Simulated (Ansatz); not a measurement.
# C2H4ClSi (SMILES C=C[SiH]Cl): UB2PLYP/def2-SVP

Aim: the vertical doublet–quartet gap of C2H4ClSi at UB2PLYP/def2-SVP, from 2 runs. 

The results are computed with Ansatz 0.2.0.

57 further runs of the same task are left out: 57 set aside as unsound or not needed.

### 1 The structure to begin with

The species is C2H4ClSi (8 atoms), meant as a doublet with charge 0. As SMILES, `C=C[SiH]Cl`. Geometry: relaxed at PBE0-D4/def2-TZVP.

Bond lengths: C1–C2 1.335 Å, C2–Si3 1.841 Å, Si3–Cl4 2.059 Å, C1–H5 1.087 Å, C1–H6 1.086 Å, C2–H7 1.088 Å, Si3–H8 1.489 Å. Angles: C1–C2–Si3 122.0°, C2–Si3–Cl4 111.3°, C1–C2–H7 119.1°, Si3–C2–H7 118.7°, C2–C1–H5 121.9°, C2–C1–H6 122.0°, C2–Si3–H8 111.0°, Cl4–Si3–H8 109.0°, H5–C1–H6 116.1°.

### 2 A single-point energy at UB2PLYP/def2-SVP

Input file run.yaml:

```yaml
crystal:
  periodic: [false, false, false]
  atoms:
    - symbol: C
      position_ang: [0.647000, 1.027000, -0.659700]
    - symbol: C
      position_ang: [0.628500, -0.066700, 0.105400]
    - symbol: Si
      position_ang: [-0.903600, -0.642600, 0.947100]
    - symbol: Cl
      position_ang: [-1.031600, -2.697900, 0.941300]
    - symbol: H
      position_ang: [-0.256900, 1.588200, -0.880600]
    - symbol: H
      position_ang: [1.563900, 1.404900, -1.102500]
    - symbol: H
      position_ang: [1.561300, -0.591000, 0.301600]
    - symbol: H
      position_ang: [-2.116300, -0.079100, 0.291500]
basis:
  gaussian: {orbitals: def2-SVP}
magnetization: {spin_polarized: true, initial_magnetization: 1}
hamiltonian: {xc: {name: B2PLYP}}
correlation: {frozen_orbitals: {C: 1, Cl: 5, H: 0, Si: 5}}
accuracy: high
output: {orbitals: {seedname: orbitals}}
```

Launch:

```console
$ ansatz run run.yaml --threads 1 --pin off --max-ram 3480MiB --events-out events.jsonl --progress --plain --runs-dir runs
```

The program printed:

```text
Warning: RAYON_NUM_THREADS=1 ignored (pool sized by the plan → 1); use --threads N
Functional definition: B2PLYP
  name "B2PLYP"
  parameter a = 0.53
  parameter c = 0.27
  exchange = (1 - a)*b88_x + a*exact_x
  correlation = (1 - c)*lyp_c + c*(mp2_os + mp2_ss)
1845 factors; integrals over basis functions are off by at most 4.0e-9 eV
mean field evaluation 1: about -22511.3558 eV, gradient 2.8e1 eV
mean field evaluation 2: about -22511.3573 eV, gradient 2.8e1 eV
mean field evaluation 4: about -22516.3370 eV, gradient 2.3e0 eV
mean field evaluation 8: about -22516.4931 eV, gradient 2.8e-1 eV
mean field evaluation 16: about -22516.4942 eV, gradient 1.0e-3 eV
mean field -22516.49419933 eV, -827.4658995976 hartree, gradient 6.1e-8 eV, S^2 0.766919; 0 other end points of the search recorded, 0 dependent functions left out
12 core orbitals not correlated: weight in the atoms' cores, before any rotation towards them, 1.000 or more for the frozen orbitals, at most 0.000 for the correlated occupied ones
reference -22516.49422347 eV, -827.4659004846 hartree; 12, 11 occupied and 60, 61 virtual orbitals, 1845 factors
second order -15.90350729 eV of doubles, -0.00000000 eV of singles
Total energy: -22520.78817044 eV, -827.6237001251 hartree
```

Run time: 9 s. Hardware: 1 thread of Intel Xeon Platinum 8488C (Sapphire Rapids), shared host; peak memory 0.41 GiB.

### 3 The quartet

Input file run.yaml:

```yaml
crystal:
  periodic: [false, false, false]
  atoms:
    - {symbol: C, position_ang: [0.647000, 1.027000, -0.659700]}
    - {symbol: C, position_ang: [0.628500, -0.066700, 0.105400]}
    - {symbol: Si, position_ang: [-0.903600, -0.642600, 0.947100]}
    - {symbol: Cl, position_ang: [-1.031600, -2.697900, 0.941300]}
    - {symbol: H, position_ang: [-0.256900, 1.588200, -0.880600]}
    - {symbol: H, position_ang: [1.563900, 1.404900, -1.102500]}
    - {symbol: H, position_ang: [1.561300, -0.591000, 0.301600]}
    - {symbol: H, position_ang: [-2.116300, -0.079100, 0.291500]}
basis:
  gaussian:
    orbitals: def2-SVP
magnetization:
  spin_polarized: true
  initial_magnetization: 3
hamiltonian:
  xc: {name: B2PLYP}
correlation:
  frozen_orbitals: {C: 1, Cl: 5, H: 0, Si: 5}
accuracy: high
output:
  orbitals: {seedname: orbitals}
```

Launch:

```console
$ ansatz run run.yaml --threads 1 --pin off --max-ram 3480MiB --events-out events.jsonl --progress --plain --runs-dir runs
```

The program printed (excerpt; [...] marks lines left out):

```text
Warning: RAYON_NUM_THREADS=1 ignored (pool sized by the plan → 1); use --threads N
Functional definition: B2PLYP
  name "B2PLYP"
[...]
1845 factors; integrals over basis functions are off by at most 4.0e-9 eV
[...]
mean field -22512.28924396 eV, -827.3113703378 hartree, gradient 9.9e-8 eV, S^2 3.760675; 2 other end points of the search recorded, 0 dependent functions left out
12 core orbitals not correlated: weight in the atoms' cores, before any rotation towards them, 1.000 or more for the frozen orbitals, at most 0.000 for the correlated occupied ones
reference -22512.28926815 eV, -827.3113712268 hartree; 13, 10 occupied and 59, 62 virtual orbitals, 1845 factors
second order -14.24494502 eV of doubles, -0.00000000 eV of singles
Total energy: -22516.13540331 eV, -827.4527140868 hartree
```

It took 12 s on 1 thread of Intel Xeon Platinum 8488C (Sapphire Rapids), shared host; peak memory 0.53 GiB.

### 4 Outcome

At UB2PLYP/def2-SVP, 12 core orbitals frozen:

```
                                                         quantity          value
                                            doublet: total energy  -827.62370 Eh
doublet: HOMO energy (SCF part's orbitals) (highest over α and β)       -6.84 eV
 doublet: LUMO energy (SCF part's orbitals) (lowest over α and β)       -1.18 eV
                                                    doublet: ⟨S²⟩          0.767
                                            quartet: total energy  -827.45271 Eh
quartet: HOMO energy (SCF part's orbitals) (highest over α and β)       -4.87 eV
 quartet: LUMO energy (SCF part's orbitals) (lowest over α and β)       -3.27 eV
                                                    quartet: ⟨S²⟩          3.761
                 vertical energy of the quartet above the doublet       4.653 eV
```

At this shape the quartet lies 4.65 eV (449 kJ/mol) above the doublet.
